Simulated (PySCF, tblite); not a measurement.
# C₃H₁₀GeO₂Si: a rotation path, then NMR shifts on frames, part 2 of 2

tblite 0.8.0 and PySCF 2.14.0. Atoms count from 0. Earlier steps stand in the parts before.

### 4 Nuclear shieldings: image 3, PBE0/pcSseg-1

What the job is given:

```
{"job": {"kind": "nmr", "xc": "PBE0", "basis": "pcSseg-1", "pop": false}, "charge": 0, "multiplicity": 1}
Si     2.501900     0.422300     0.738900
C      1.662800    -0.968500    -0.256900
Ge    -0.246100    -1.197900     0.200100
O     -1.281800    -0.428100    -1.042300
C     -2.240800     0.405500    -0.435700
C     -1.691200     0.890400     0.914500
O     -0.900100    -0.127800     1.480000
H      2.434800     0.123400     2.170600
H      1.878700     1.718000     0.457400
H      3.902000     0.457700     0.292400
H      1.716500    -0.764000    -1.324100
H      2.163000    -1.917500    -0.080300
H     -0.717300    -2.607000     0.539800
H     -3.171500    -0.150900    -0.279300
H     -2.433400     1.247200    -1.105600
H     -1.080200     1.787600     0.762700
H     -2.504200     1.121700     1.607300
```

With the program's defaults for keys left out, this is: GIAO PBE0/pcSseg-1 NMR shielding, non-relativistic, gas phase.

The program printed:

```text
coarse grid: 64448 points
cycle   1  E = -2636.1442991205  dE =  7.025e-02  |g| = 1.287e+00  |ddm| = 3.775e+00
cycle   2  E = -2635.8136182094  dE =  3.307e-01  |g| = 1.853e+00  |ddm| = 2.158e+00
cycle   3  E = -2636.3469425845  dE = -5.333e-01  |g| = 2.184e-01  |ddm| = 1.558e+00
cycle   4  E = -2636.3542520827  dE = -7.309e-03  |g| = 8.294e-02  |ddm| = 1.860e-01
cycle   5  E = -2636.3552929983  dE = -1.041e-03  |g| = 1.323e-02  |ddm| = 6.857e-02
cycle   6  E = -2636.3553352953  dE = -4.230e-05  |g| = 4.103e-03  |ddm| = 1.556e-02
cycle   7  E = -2636.3553387828  dE = -3.487e-06  |g| = 7.492e-04  |ddm| = 3.648e-03
final grid: 134728 points
cycle   8  E = -2636.3553458527  dE =  1.785e-09  |g| = 9.259e-04  |ddm| = 2.015e-03
cycle   9  E = -2636.3553456810  dE =  1.717e-07  |g| = 1.326e-03  |ddm| = 1.755e-03
cycle  10  E = -2636.3553460226  dE = -3.416e-07  |g| = 1.551e-04  |ddm| = 1.028e-03
cycle  11  E = -2636.3553460268  dE = -4.271e-09  |g| = 2.194e-05  |ddm| = 1.262e-04
cycle  12  E = -2636.3553460269  dE = -9.959e-11  |g| = 5.557e-06  |ddm| = 2.343e-05
converged SCF energy = -2636.3553460269

GIAO shielding tensors (ppm)
atom      isotropic    diamagn.    paramagn.     s11        s22        s33       span
  0 Si     426.106     879.176    -453.070    405.811    413.166    459.340     53.529
  1 C      187.213     258.882     -71.669    175.248    180.164    206.227     30.979
  2 Ge    1219.802    2757.786   -1537.984   1101.621   1275.265   1282.519    180.898
  3 O      290.840     402.749    -111.908    249.145    279.583    343.793     94.648
  4 C      117.526     243.458    -125.932     85.290    108.260    159.027     73.737
  5 C      117.211     244.888    -127.676     86.722    107.139    157.773     71.050
  6 O      296.195     403.885    -107.689    257.507    288.078    343.001     85.494
  7 H       27.597      28.861      -1.264     23.874     26.221     32.696      8.822
  8 H       27.751      29.776      -2.025     23.692     27.326     32.236      8.544
  9 H       27.569      27.959      -0.390     23.667     25.084     33.955     10.288
 10 H       31.124      32.701      -1.577     25.624     29.136     38.611     12.987
 11 H       31.445      30.396       1.048     25.899     28.687     39.748     13.849
 12 H       25.573      28.987      -3.414     18.432     19.722     38.565     20.133
 13 H       27.809      28.627      -0.819     21.999     25.546     35.882     13.883
 14 H       27.478      29.024      -1.546     23.214     25.344     33.876     10.661
 15 H       27.816      31.439      -3.623     22.401     26.055     34.992     12.592
 16 H       27.522      28.515      -0.993     23.157     25.353     34.055     10.898
```

Run time: 29 s. Hardware: 1 thread of Arm Neoverse V1, shared host; peak memory 0.88 GiB.

In short: δ C5 69.7, C4 69.4, C1 -0.3, Si0 -76.9, H12 6.14, H14 4.24 ppm.

### 5 Nuclear shieldings: image 7, PBE0/pcSseg-1

What the job is given:

```
{"job": {"kind": "nmr", "xc": "PBE0", "basis": "pcSseg-1", "pop": false}, "charge": 0, "multiplicity": 1}
Si     2.887400    -0.006600     0.981700
C      1.617100    -0.535100    -0.332400
Ge    -0.178500    -0.869400     0.417700
O     -1.428500    -0.781900    -0.869600
C     -2.475000     0.075200    -0.479900
C     -1.932600     1.099800     0.529300
O     -0.933600     0.486500     1.310300
H      3.027100    -1.059800     1.991100
H      2.495400     1.251500     1.613200
H      4.159500     0.182400     0.270500
H      1.517200     0.231500    -1.100100
H      1.942500    -1.446800    -0.827700
H     -0.329200    -2.080900     1.325900
H     -3.275800    -0.507200    -0.012100
H     -2.864900     0.569500    -1.373300
H     -1.505600     1.959700     0.002400
H     -2.729700     1.443800     1.192500
```

With the program's defaults for keys left out, this is: GIAO PBE0/pcSseg-1 NMR shielding, non-relativistic, gas phase.

The program printed:

```text
coarse grid: 64448 points
cycle   1  E = -2636.1424688204  dE =  6.807e-02  |g| = 1.289e+00  |ddm| = 3.778e+00
cycle   2  E = -2635.8122390586  dE =  3.302e-01  |g| = 1.854e+00  |ddm| = 2.109e+00
cycle   3  E = -2636.3462268969  dE = -5.340e-01  |g| = 2.159e-01  |ddm| = 1.511e+00
cycle   4  E = -2636.3533460529  dE = -7.119e-03  |g| = 8.283e-02  |ddm| = 1.787e-01
cycle   5  E = -2636.3543795933  dE = -1.034e-03  |g| = 1.352e-02  |ddm| = 6.796e-02
cycle   6  E = -2636.3544231779  dE = -4.358e-05  |g| = 4.413e-03  |ddm| = 1.597e-02
cycle   7  E = -2636.3544268898  dE = -3.712e-06  |g| = 1.088e-03  |ddm| = 3.846e-03
final grid: 134728 points
cycle   8  E = -2636.3544640507  dE =  2.786e-07  |g| = 1.787e-03  |ddm| = 2.601e-03
cycle   9  E = -2636.3544628624  dE =  1.188e-06  |g| = 3.144e-03  |ddm| = 3.491e-03
cycle  10  E = -2636.3544646274  dE = -1.765e-06  |g| = 1.617e-04  |ddm| = 2.211e-03
cycle  11  E = -2636.3544646327  dE = -5.240e-09  |g| = 2.566e-05  |ddm| = 1.528e-04
cycle  12  E = -2636.3544646328  dE = -1.005e-10  |g| = 5.117e-06  |ddm| = 2.246e-05
converged SCF energy = -2636.3544646328

GIAO shielding tensors (ppm)
atom      isotropic    diamagn.    paramagn.     s11        s22        s33       span
  0 Si     427.783     878.692    -450.909    402.621    418.490    462.237     59.616
  1 C      186.989     259.221     -72.232    177.339    180.331    203.296     25.958
  2 Ge    1214.675    2757.951   -1543.276   1094.187   1269.736   1280.103    185.916
  3 O      288.172     402.955    -114.783    251.356    275.081    338.080     86.724
  4 C      117.295     243.131    -125.835     84.999    107.816    159.071     74.072
  5 C      117.540     244.375    -126.835     86.278    107.652    158.689     72.412
  6 O      298.261     403.721    -105.461    254.796    289.174    350.812     96.016
  7 H       27.708      28.208      -0.500     24.089     25.968     33.067      8.978
  8 H       27.665      28.712      -1.046     23.403     26.989     32.604      9.201
  9 H       27.507      27.468       0.039     23.664     25.086     33.770     10.105
 10 H       31.280      34.049      -2.769     25.361     29.828     38.652     13.291
 11 H       31.354      31.270       0.084     25.634     29.206     39.222     13.589
 12 H       25.676      29.591      -3.915     18.914     19.932     38.183     19.269
 13 H       27.818      28.551      -0.733     22.038     25.586     35.831     13.792
 14 H       27.488      28.547      -1.059     23.125     25.452     33.888     10.764
 15 H       27.845      31.043      -3.198     22.382     25.686     35.468     13.086
 16 H       27.552      28.295      -0.744     23.143     25.543     33.969     10.826
```

Run time: 29 s. Hardware: 1 thread of Arm Neoverse V1, shared host; peak memory 1 GiB.

In short: δ C4 69.6, C5 69.4, C1 -0.1, Si0 -78.6, H12 6.04, H14 4.23 ppm.

### 6 NMR shieldings: image 8, PBE0/pcSseg-1

What the job is given:

```
{"job": {"kind": "nmr", "xc": "PBE0", "basis": "pcSseg-1", "pop": false}, "charge": 0, "multiplicity": 1}
Si     2.959400    -0.137600     1.015000
C      1.641300    -0.409900    -0.327900
Ge    -0.146900    -0.735500     0.443300
O     -1.429900    -0.829600    -0.809900
C     -2.521000    -0.018400    -0.443200
C     -2.005400     1.145900     0.416500
O     -0.924000     0.693800     1.199400
H      3.073400    -1.355500     1.821400
H      2.614300     1.006200     1.855700
H      4.225500     0.112700     0.317400
H      1.569900     0.459000    -0.980900
H      1.902600    -1.263100    -0.949400
H     -0.263100    -1.874400     1.448100
H     -3.244500    -0.606700     0.131800
H     -2.998700     0.346200    -1.355600
H     -1.672400     1.966600    -0.227900
H     -2.787600     1.512300     1.085600
```

Method: GIAO PBE0/pcSseg-1 NMR shielding, non-relativistic, gas phase.

The program printed:

```text
coarse grid: 64448 points
cycle   1  E = -2636.1418234593  dE =  6.721e-02  |g| = 1.290e+00  |ddm| = 3.778e+00
cycle   2  E = -2635.8099202938  dE =  3.319e-01  |g| = 1.857e+00  |ddm| = 2.114e+00
cycle   3  E = -2636.3460484855  dE = -5.361e-01  |g| = 2.149e-01  |ddm| = 1.516e+00
cycle   4  E = -2636.3531062281  dE = -7.058e-03  |g| = 8.260e-02  |ddm| = 1.773e-01
cycle   5  E = -2636.3541225341  dE = -1.016e-03  |g| = 1.354e-02  |ddm| = 6.734e-02
cycle   6  E = -2636.3541661221  dE = -4.359e-05  |g| = 4.493e-03  |ddm| = 1.607e-02
cycle   7  E = -2636.3541699408  dE = -3.819e-06  |g| = 1.142e-03  |ddm| = 3.898e-03
final grid: 134728 points
cycle   8  E = -2636.3542552357  dE =  3.062e-07  |g| = 1.843e-03  |ddm| = 2.629e-03
cycle   9  E = -2636.3542539631  dE =  1.273e-06  |g| = 3.250e-03  |ddm| = 3.590e-03
cycle  10  E = -2636.3542558464  dE = -1.883e-06  |g| = 1.573e-04  |ddm| = 2.281e-03
cycle  11  E = -2636.3542558514  dE = -4.965e-09  |g| = 2.639e-05  |ddm| = 1.501e-04
cycle  12  E = -2636.3542558515  dE = -1.219e-10  |g| = 5.148e-06  |ddm| = 2.042e-05
converged SCF energy = -2636.3542558515

GIAO shielding tensors (ppm)
atom      isotropic    diamagn.    paramagn.     s11        s22        s33       span
  0 Si     427.184     878.631    -451.446    404.333    415.536    461.685     57.352
  1 C      187.554     259.049     -71.495    176.625    182.921    203.116     26.491
  2 Ge    1214.941    2758.122   -1543.182   1099.826   1262.110   1282.886    183.060
  3 O      287.833     403.054    -115.222    254.328    269.902    339.268     84.940
  4 C      117.088     243.314    -126.226     84.143    108.253    158.870     74.727
  5 C      117.653     243.883    -126.230     87.053    107.216    158.690     71.637
  6 O      299.186     403.635    -104.449    247.914    297.284    352.359    104.445
  7 H       27.705      28.180      -0.475     24.063     25.985     33.067      9.004
  8 H       27.674      28.527      -0.853     23.407     26.941     32.674      9.267
  9 H       27.502      27.420       0.083     23.693     25.070     33.744     10.051
 10 H       31.320      33.967      -2.647     25.460     29.718     38.781     13.322
 11 H       31.319      31.565      -0.245     25.485     29.288     39.185     13.700
 12 H       25.682      29.845      -4.163     18.840     20.165     38.041     19.201
 13 H       27.807      28.665      -0.858     22.107     25.580     35.733     13.627
 14 H       27.489      28.404      -0.915     23.087     25.476     33.904     10.817
 15 H       27.858      30.719      -2.861     22.381     25.640     35.553     13.172
 16 H       27.567      28.183      -0.617     23.145     25.574     33.981     10.837
```

Wall time 29 s (1 thread of Arm Neoverse V1, shared host); peak memory 1 GiB.

Key values: δ C4 69.8, C5 69.3, C1 -0.6, Si0 -78.0, H12 6.04, H14 4.23 ppm.

### 7 Comparing the runs: NMR shifts

Shifts (ppm) of some atoms, chosen among heavy atoms and hydrogens apart, with basis size and wall time:

```tsv
frame	C1	H12	H10	Si0	Ge2	O3	O6	functions	time
image 0	0.2	6.25	0.44	-77.5	112	41.9	40.9	200	39 s
image 3	-0.3	6.14	0.59	-76.9	111	45.2	39.9	200	29 s
image 7	-0.1	6.04	0.44	-78.6	116	47.9	37.8	200	29 s
image 8	-0.6	6.04	0.40	-78.0	116	48.2	36.9	200	29 s
```

### 8 What came out

The summary covers parts 1 to 2.

| quantity | value |
| --- | --- |
| barrier | 0.068 eV (1.6 kcal/mol) at image 7 |
| end to end (GFN2-xTB) | 0.067 eV |
| ¹³C shifts against TMS (PBE0/pcSseg-1, image 0) | 70.0, 69.7, 0.2 ppm |
| ¹H shifts against TMS (PBE0/pcSseg-1, image 0) | 6.25, 4.23, 4.20, 4.11, 4.10, 4.04, 3.89, 3.87, 0.44, 0.31 ppm |
| ²⁹Si shifts against TMS (PBE0/pcSseg-1, image 0) | -77.5 ppm |
| ⁷³Ge shifts against GeMe4 (PBE0/pcSseg-1, image 0) | 112 ppm |
| ¹⁷O shifts against H2O (PBE0/pcSseg-1, image 0) | 41.9, 40.9 ppm |
| surface potential, 1st and 99th percentile | -1.57 V and 1.41 V |
| range of the shift of O3 | 41.9 to 48.2 ppm |

In words: Along the band the dihedral turns by 116°, and the top (dihedral 160°) lies 1.6 kcal/mol above the start (GFN2-xTB, rough), so at room temperature this motion is fast. The top was not checked by a frequency run. Shifts at one fixed geometry are not the observed spectrum, which averages over the motion. In the first frame run (image 0): The largest span, 172 ppm, is at Ge2, where the paramagnetic term is -1539 ppm. Across the 4 runs the shift of O3 moves most, between 41.9 (image 0) and 48.2 ppm (image 8). Spin-orbit coupling is left out, which matters for shieldings and couplings at and beside the heavy atoms.
